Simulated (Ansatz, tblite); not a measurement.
# C13H24: rung by rung

An exercise on one series of results from a longer session: the logs are not shown, and one member is left open.

Program: Ansatz 0.2.0, Gaussian basis. Level of theory: as each input shows. These are calculated values, not measurements.

The runs, in order: GFN1-xTB, GFN2-xTB, PBE-D4/def2-TZVP, r2SCAN-D4/def2-TZVP, PBE-D4/def2-SVP, PBE0-D4/def2-SVP, HF/STO-3G, MP2/def2-SVP.

4 further runs of the same task are left out: 4 that didn't finish. Runs told in other sessions of the task aren't counted.

### The structure

The geometry is that of the singlet, from an earlier relaxation (r2SCAN-D4/def2-SVP).

37 atoms, charge 0, spin multiplicity 1.

Bond lengths: C1–C2 1.338 Å, C1–H14 1.094 Å, C1–H15 1.095 Å, C2–C3 1.500 Å, C2–H16 1.099 Å, C3–C4 1.525 Å, C3–H17 1.107 Å, C3–H18 1.109 Å, C4–C5 1.530 Å, C4–H19 1.105 Å, C4–H20 1.106 Å, C5–C6 1.530 Å, C5–H21 1.106 Å, C5–H22 1.106 Å, C6–C7 1.530 Å, C6–H23 1.106 Å, C6–H24 1.106 Å, C7–C8 1.528 Å and more. Angles: C2–C1–H14 121.0°, C2–C1–H15 122.2°, H14–C1–H15 116.8°, C1–C2–C3 126.7°, C1–C2–H16 118.3°, C3–C2–H16 115.0°, C2–C3–C4 116.0°, C2–C3–H17 107.9°, C2–C3–H18 108.5°, C4–C3–H17 110.2°, C4–C3–H18 109.4°, H17–C3–H18 104.2°, C3–C4–C5 114.0°, C3–C4–H19 108.8°, C3–C4–H20 109.3°, C5–C4–H19 109.0°, C5–C4–H20 109.4°, H19–C4–H20 106.0° and more.

Geometry (Å):

```xyz
37
C13H24
C    -6.4962   -0.2615   -0.2619
C    -5.5502   -1.0818    0.2110
C    -4.0701   -0.8370    0.2113
C    -3.6151    0.5029   -0.3578
C    -2.1061    0.7376   -0.2668
C    -1.2639   -0.2263   -1.1046
C     0.2234    0.1268   -1.1626
C     0.9474    0.0512    0.1806
C     2.4453    0.3250    0.0742
C     3.1706    0.2548    1.4148
C     4.6730    0.5603    1.3234
C     5.4370   -0.4448    0.5170
C     6.1544   -0.1766   -0.5803
H    -7.5540   -0.5355   -0.2144
H    -6.2574    0.7072   -0.7121
H    -5.8624   -2.0421    0.6451
H    -3.5881   -1.6692   -0.3374
H    -3.6968   -0.9427    1.2499
H    -4.1386    1.3134    0.1799
H    -3.9358    0.5797   -1.4137
H    -1.8864    1.7712   -0.5930
H    -1.7985    0.6844    0.7939
H    -1.3703   -1.2567   -0.7175
H    -1.6699   -0.2465   -2.1332
H     0.3424    1.1441   -1.5830
H     0.7272   -0.5524   -1.8744
H     0.5001    0.7686    0.8931
H     0.7882   -0.9513    0.6237
H     2.6044    1.3256   -0.3726
H     2.9032   -0.3915   -0.6325
H     2.7042    0.9643    2.1222
H     3.0283   -0.7498    1.8575
H     5.0873    0.5868    2.3491
H     4.8253    1.5668    0.8946
H     5.3787   -1.4854    0.8705
H     6.6788   -0.9656   -1.1273
H     6.2407    0.8458   -0.9665
```

PBE0-D4/def2-TZVP was run before; its log isn't repeated, and its numbers join the tables.

Set-up of the first run:

Tight binding, by tblite at 300 K electronic temperature and without a spin-polarisation term:

```python
tblite.interface.Calculator('GFN1-xTB', numbers, positions, charge=0, uhf=0).singlepoint()
```

Tight binding, by tblite at 300 K electronic temperature and without a spin-polarisation term:

```python
tblite.interface.Calculator('GFN2-xTB', numbers, positions, charge=0, uhf=0).singlepoint()
```

start.molden holds the orbitals of an earlier run on this state, given as this run's starting guess.

in.yaml reads:

```yaml
crystal:
  periodic: [false, false, false]
  atoms:
    - {symbol: C, position_ang: [-6.496161, -0.261500, -0.261864]}
    - {symbol: C, position_ang: [-5.550174, -1.081826, 0.210988]}
    - {symbol: C, position_ang: [-4.070103, -0.837041, 0.211252]}
    - {symbol: C, position_ang: [-3.615096, 0.502926, -0.357797]}
    - {symbol: C, position_ang: [-2.106145, 0.737561, -0.266817]}
    - {symbol: C, position_ang: [-1.263909, -0.226269, -1.104636]}
    - {symbol: C, position_ang: [0.223358, 0.126805, -1.162620]}
    - {symbol: C, position_ang: [0.947396, 0.051247, 0.180597]}
    - {symbol: C, position_ang: [2.445254, 0.324998, 0.074216]}
    - {symbol: C, position_ang: [3.170625, 0.254795, 1.414775]}
    - {symbol: C, position_ang: [4.672980, 0.560295, 1.323435]}
    - {symbol: C, position_ang: [5.436970, -0.444798, 0.516958]}
    - {symbol: C, position_ang: [6.154421, -0.176552, -0.580281]}
    - {symbol: H, position_ang: [-7.553993, -0.535539, -0.214437]}
    - {symbol: H, position_ang: [-6.257385, 0.707189, -0.712104]}
    - {symbol: H, position_ang: [-5.862393, -2.042067, 0.645126]}
    - {symbol: H, position_ang: [-3.588137, -1.669186, -0.337434]}
    - {symbol: H, position_ang: [-3.696762, -0.942745, 1.249926]}
    - {symbol: H, position_ang: [-4.138614, 1.313423, 0.179940]}
    - {symbol: H, position_ang: [-3.935841, 0.579749, -1.413692]}
    - {symbol: H, position_ang: [-1.886368, 1.771190, -0.592952]}
    - {symbol: H, position_ang: [-1.798520, 0.684408, 0.793918]}
    - {symbol: H, position_ang: [-1.370257, -1.256727, -0.717511]}
    - {symbol: H, position_ang: [-1.669905, -0.246450, -2.133216]}
    - {symbol: H, position_ang: [0.342363, 1.144051, -1.583018]}
    - {symbol: H, position_ang: [0.727215, -0.552422, -1.874418]}
    - {symbol: H, position_ang: [0.500052, 0.768637, 0.893091]}
    - {symbol: H, position_ang: [0.788189, -0.951257, 0.623655]}
    - {symbol: H, position_ang: [2.604437, 1.325593, -0.372597]}
    - {symbol: H, position_ang: [2.903234, -0.391465, -0.632536]}
    - {symbol: H, position_ang: [2.704220, 0.964298, 2.122162]}
    - {symbol: H, position_ang: [3.028265, -0.749797, 1.857540]}
    - {symbol: H, position_ang: [5.087312, 0.586827, 2.349097]}
    - {symbol: H, position_ang: [4.825270, 1.566817, 0.894559]}
    - {symbol: H, position_ang: [5.378703, -1.485351, 0.870517]}
    - {symbol: H, position_ang: [6.678765, -0.965628, -1.127290]}
    - {symbol: H, position_ang: [6.240726, 0.845841, -0.966520]}
basis:
  gaussian: {orbitals: def2-TZVP, initial_orbitals: start.molden}
hamiltonian: {xc: pbe, dispersion: d4}
scf: {omitted_lower_state_checks: [starts]}
output: {forces: true, orbitals: {seedname: orbitals}}
```

Launch:

```
> ansatz run in.yaml --threads 4 --pin off --events-out ev --progress --plain --max-ram 6963MiB
```

Among the steps run: PBE-D4/def2-TZVP; r2SCAN-D4/def2-TZVP; PBE-D4/def2-SVP; PBE0-D4/def2-SVP; HF/STO-3G; MP2/def2-SVP.

One table of the session follows, with a row left open; its other results are not shown here.

It belongs to the step «Binding energy». 

| level | binding an atom (eV) |
| --- | --- |
| HF/STO-3G | 4.002 |
| HF/def2-SVP | 3.302 |
| PBE-D4/def2-SVP | 4.415 |
| PBE-D4/def2-TZVP | 4.370 |
| r2SCAN-D4/def2-TZVP | 4.289 |
| PBE0-D4/def2-SVP | 4.368 |
| PBE0-D4/def2-TZVP | 4.319 |
| MP2/def2-SVP | ? |

Q: Estimate the row for MP2/def2-SVP from the others.

The run gave: binding an atom (eV): 4.167. In the column «binding an atom (eV)» it lies between HF/STO-3G (4.002) and r2SCAN-D4/def2-TZVP (4.289).

Limits of these values: Free atoms were run apart at each level; binding is atoms less cluster, divided by the number of atoms, without zero-point or spin-orbit terms.
